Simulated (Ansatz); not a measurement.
# H₄OSeSi: one species, many methods

An exercise on one series of results from a longer session: the logs are not shown, and one member is left open.

Method: functionals in def2-TZVPP, the program's frozen cores in correlated methods; program: Ansatz 0.2.0, Gaussian basis.

Plan: LDA (SPW92), PBE-D4, revPBE-D4, BLYP-D4, r2SCAN-D4, B97M-V, PBE0-D4, B3LYP-D4, r2SCANh-D4, r2SCAN0-D4, HSE06-D4, BHLYP-D4, CAM-B3LYP-D4, LC-ωPBE, ωB97X-V, ωB97M-V, B2PLYP, PBE-QIDH; CCSD(T)/def2-SVP; CCSD(T)/def2-TZVPP; MP2/def2-QZVPP; extrapolation to the limit; RPA on PBE.

## The relaxed structure

An earlier PBE0-D4 in a triple-zeta def2 set relaxation fixed the geometry.

SMILES `O[SiH2][SeH]`, 7 atoms, charge 0, spin multiplicity 1.

Atoms are counted from 1 here; the program's logs count them from 0.

Bond lengths: O1–Si2 1.641 Å, O1–H4 0.959 Å, Si2–Se3 2.282 Å, Si2–H5 1.484 Å, Si2–H6 1.477 Å, Se3–H7 1.468 Å. Angles: Si2–O1–H4 117.7°, O1–Si2–Se3 113.4°, O1–Si2–H5 111.9°, O1–Si2–H6 105.4°, Se3–Si2–H5 106.6°, Se3–Si2–H6 107.8°, H5–Si2–H6 111.8°, Si2–Se3–H7 92.5°.

Set-up of the first run:

in.yaml reads:

```yaml
crystal:
  periodic: [false, false, false]
  atoms:
    - {symbol: O, position_ang: [-1.543388, -0.123899, -0.495724]}
    - {symbol: Si, position_ang: [-0.158801, 0.527731, 0.098112]}
    - {symbol: Se, position_ang: [1.155345, -0.979836, 1.196893]}
    - {symbol: H, position_ang: [-1.478459, -0.957297, -0.964797]}
    - {symbol: H, position_ang: [0.678720, 1.118623, -0.974948]}
    - {symbol: H, position_ang: [-0.593592, 1.544452, 1.077628]}
    - {symbol: H, position_ang: [2.001476, -1.197875, 0.017336]}
basis:
  gaussian: {orbitals: def2-TZVPP}
hamiltonian: {xc: lda}
output: {orbitals: {seedname: orbitals}}
```

Command:

```sh
$ ansatz run in.yaml --threads 2 --pin off --events-out ev --progress --plain --max-ram 4352MiB
```

Steps of the session up to this table: LDA; PBE-D4 (GGA); revPBE-D4 (GGA); BLYP-D4 (GGA); r2SCAN-D4 (meta-GGA); B97M-V (meta-GGA); B3LYP-D4 (hybrid); r2SCANh-D4 (hybrid); r2SCAN0-D4 (hybrid); HSE06-D4 (hybrid); BHLYP-D4 (hybrid); CAM-B3LYP-D4 (range-separated); LC-ωPBE (range-separated); ωB97X-V (range-separated); ωB97M-V (range-separated); B2PLYP (double hybrid); PBE-QIDH (double hybrid).

One of the session's tables, all rows but one given; the rest of the session is left out.

It belongs to the step «Orbital energies across the functionals». 

| functional | HOMO (eV) | gap (eV) |
| --- | --- | --- |
| LDA (SPW92) | -6.27 | 5.09 |
| PBE-D4 | -6.12 | 5.12 |
| revPBE-D4 | -6.06 | 5.15 |
| BLYP-D4 | -5.94 | 5.00 |
| r2SCAN-D4 | -6.40 | 5.73 |
| B97M-V | -6.47 | 5.63 |
| PBE0-D4 | -7.27 | 7.14 |
| B3LYP-D4 | -7.02 | 6.62 |
| r2SCANh-D4 | -6.82 | 6.46 |
| r2SCAN0-D4 | -7.46 | 7.54 |
| HSE06-D4 | -6.87 | 6.36 |
| BHLYP-D4 | ? | ? |
| CAM-B3LYP-D4 | -8.55 | 9.38 |
| LC-ωPBE | -9.93 | 12.00 |
| ωB97X-V | -9.57 | 11.47 |
| ωB97M-V | -9.44 | 11.07 |

**Question.** Estimate the row for BHLYP-D4.

Worked estimate for «HOMO (eV)». Against the share of exact exchange, BLYP-D4 (0, -5.94), B3LYP-D4 (0.2, -7.02) give a slope of -5.40 per unit share; at 0.5 the line stands at -8.64.

As computed: HOMO (eV): -8.26; gap (eV): 8.95. In «HOMO (eV)» the line misses by -0.38.
